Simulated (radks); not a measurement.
# Ionisation energy and size from Hf³⁺ to Au³⁺

One table from this session's results is given with a row withheld; the runs are named, their logs left out.

The numbers are computed with radks (a radial shooting solver on a logarithmic mesh, Libxc functionals) version 1 (scalar-relativistic Kohn-Sham, PBE, spin-unpolarised, spherical densities, finite nucleus), except any that are marked as measured or tabulated.

## Starting point

```
species : Hf³⁺, Ta³⁺, W³⁺, Re³⁺, Os³⁺, Ir³⁺, Pt³⁺, Au³⁺
runs    : 16, each species and its next ion
```

The first run:

Settings of this run:

```text
Z 72
configuration [Xe] 4f14 5d1
relativity scalar-relativistic
functional pbe,pbe
spin unpolarised
nucleus finite rms 5.347 fm
c 137.035999084
```

Steps of the session up to this table: Hf³⁺, [Xe] 4f14 5d1; Hf⁴⁺, [Xe] 4f14; Ta³⁺, [Xe] 4f14 5d2; Ta⁴⁺, [Xe] 4f14 5d1; W³⁺, [Xe] 4f14 5d3; W⁴⁺, [Xe] 4f14 5d2; Re³⁺, [Xe] 4f14 5d4; Re⁴⁺, [Xe] 4f14 5d3; Os³⁺, [Xe] 4f14 5d5; Os⁴⁺, [Xe] 4f14 5d4; Ir³⁺, [Xe] 4f14 5d6; Ir⁴⁺, [Xe] 4f14 5d5; Pt³⁺, [Xe] 4f14 5d7; Pt⁴⁺, [Xe] 4f14 5d6; Au³⁺, [Xe] 4f14 5d8; Au⁴⁺, [Xe] 4f14 5d7.

One of the session's tables, all rows but one given; the rest of the session is left out.

| species | Δ-SCF (eV) | −ε(HOMO) (eV) | its <r> (bohr) |
| --- | --- | --- | --- |
| Hf³⁺ | 32.853 | 27.127 | 1.94 |
| Ta³⁺ | 35.043 | 29.129 | 1.84 |
| W³⁺ | ? | ? | ? |
| Re³⁺ | 39.358 | 33.061 | 1.68 |
| Os³⁺ | 41.480 | 34.985 | 1.61 |
| Ir³⁺ | 43.577 | 36.886 | 1.54 |
| Pt³⁺ | 45.654 | 38.766 | 1.49 |
| Au³⁺ | 47.713 | 40.629 | 1.43 |

Q: Estimate the row for W³⁺ from the others.

The run gave: Δ-SCF (eV): 37.212; −ε(HOMO) (eV): 31.109; its <r> (bohr): 1.76. In the column «Δ-SCF (eV)» it lies between Ta³⁺ (35.043) and Re³⁺ (39.358).

Spin polarisation and multiplet splitting are left out, so open shells lie too high by an amount that depends on their filling. Spin-orbit splitting is averaged out at the scalar-relativistic level.
